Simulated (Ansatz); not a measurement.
# Cl₂H₂InN: a ladder of functionals and wavefunction methods

Aim: compute Cl₂H₂InN with functionals from several rungs and with coupled cluster, and see how far each lands from CCSD(T) at the basis-set limit for the atomisation energy.

Computed with Ansatz 0.2.0, Gaussian basis. Level: functionals in def2-TZVPP, the program's frozen cores in correlated methods.

The runs, in order: LDA (SPW92), PBE-D4, revPBE-D4, BLYP-D4, r2SCAN-D4, B97M-V, PBE0-D4, B3LYP-D4, r2SCANh-D4, r2SCAN0-D4, HSE06-D4, BHLYP-D4, CAM-B3LYP-D4, LC-ωPBE, ωB97X-V, ωB97M-V, B2PLYP, PBE-QIDH; CCSD(T)/def2-SVP; CCSD(T)/def2-TZVPP; MP2/def2-QZVPP; extrapolation to the limit; RPA on PBE.

## Step 1: Structure used throughout

All runs share one geometry, relaxed beforehand with PBE0-D4 in a triple-zeta def2 set. In takes the def2 core potential; no spin-orbit term is included.

SMILES `[NH2][In]([Cl])[Cl]`, 6 atoms, charge 0, spin multiplicity 1.

Atoms are counted from 1 here; the program's logs count them from 0.

Bond lengths: N1–In2 2.000 Å, N1–H5 1.010 Å, N1–H6 1.010 Å, In2–Cl3 2.308 Å, In2–Cl4 2.308 Å. Angles: In2–N1–H5 115.7°, In2–N1–H6 115.7°, H5–N1–H6 109.7°, N1–In2–Cl3 121.4°, N1–In2–Cl4 121.4°, Cl3–In2–Cl4 116.9°.

## Step 2: LDA

This LDA is Slater exchange with PW92 correlation.

in.yaml reads:

```yaml
crystal:
  periodic: [false, false, false]
  atoms:
    - {symbol: N, position_ang: [-0.150180, 1.202499, -0.298824]}
    - {symbol: In, position_ang: [0.215250, -0.726079, 0.082539]}
    - {symbol: Cl, position_ang: [-0.566195, -2.395144, -1.307465]}
    - {symbol: Cl, position_ang: [1.622866, -1.366928, 1.796141]}
    - {symbol: H, position_ang: [-0.079967, 1.826883, 0.492423]}
    - {symbol: H, position_ang: [-0.999575, 1.394770, -0.811113]}
basis:
  gaussian: {orbitals: def2-TZVPP}
hamiltonian: {xc: lda}
output: {orbitals: {seedname: orbitals}}
```

The runs that follow: PBE-D4 (GGA); revPBE-D4 (GGA); BLYP-D4 (GGA); r2SCAN-D4 (meta-GGA); B97M-V (meta-GGA); PBE0-D4 (hybrid); B3LYP-D4 (hybrid); r2SCANh-D4 (hybrid); r2SCAN0-D4 (hybrid); HSE06-D4 (hybrid); BHLYP-D4 (hybrid); CAM-B3LYP-D4 (range-separated); LC-ωPBE-D4 (range-separated); ωB97X-V (range-separated); ωB97M-V (range-separated); B2PLYP (double hybrid); PBE-QIDH (double hybrid); CCSD(T) in def2-SVP; CCSD(T) in def2-TZVPP; MP2 in def2-QZVPP; RPA on PBE orbitals.

**Question.** What will the summary of the whole plan be? Wanted: atomisation energy, CCSD(T)/CBS; farthest beyond LDA; mean size of error, GGA; mean size of error, meta-GGA; mean size of error, hybrid; mean size of error, range-separated; mean size of error, double hybrid; gap, smallest and largest; T1 diagnostic.

The runs gave:

```
                               quantity                                        value
        atomisation energy, CCSD(T)/CBS                               409.4 kcal/mol
functionals within 4.1 kcal/mol (1.0 %)  PBE-D4, r2SCAN-D4, B97M-V, ωB97X-V, ωB97M-V
                    farthest beyond LDA                    BHLYP-D4 (-23.0 kcal/mol)
                mean size of error, GGA                                 8.6 kcal/mol
           mean size of error, meta-GGA                                 2.0 kcal/mol
             mean size of error, hybrid                                11.0 kcal/mol
    mean size of error, range-separated                                 3.5 kcal/mol
      mean size of error, double hybrid                                10.2 kcal/mol
              gap, smallest and largest        3.67 eV (BLYP-D4), 11.09 eV (LC-ωPBE)
                          T1 diagnostic                                       0.0133
triples share of the correlation energy                                        3.8 %
```

The LDA atomisation energy is off by 60.4 kcal/mol (15 %): it overbinds. PBE-D4 misses by +3.1 kcal/mol. Double hybrids carry the basis error of their MP2 part in triple zeta, and no dispersion term here, so their miss is partly the set-up's. The rungs meta-GGA, range-separated miss on average by less than the doubt on the reference (4.1 kcal/mol), so they tie. The reference freezes the cores and leaves out spin-orbit coupling and excitations past (T), and its outer-core shells are covered unevenly, so misses under about 4.1 kcal/mol can't be ranked. All levels share the lack of spin-orbit coupling, which lowers the free heavy atoms and so the true binding. Hartree-Fock recovers 66 % of the binding; the rest is correlation. CCSD(T) in def2-SVP is off by -42.7 kcal/mol, more than most functionals: a good method in a small basis is no reference. The gap grows from 3.7 to 11.1 eV across the functionals, mostly with the share of exact exchange. Correlated methods include outer-core shells of In, which these sets cover unevenly.
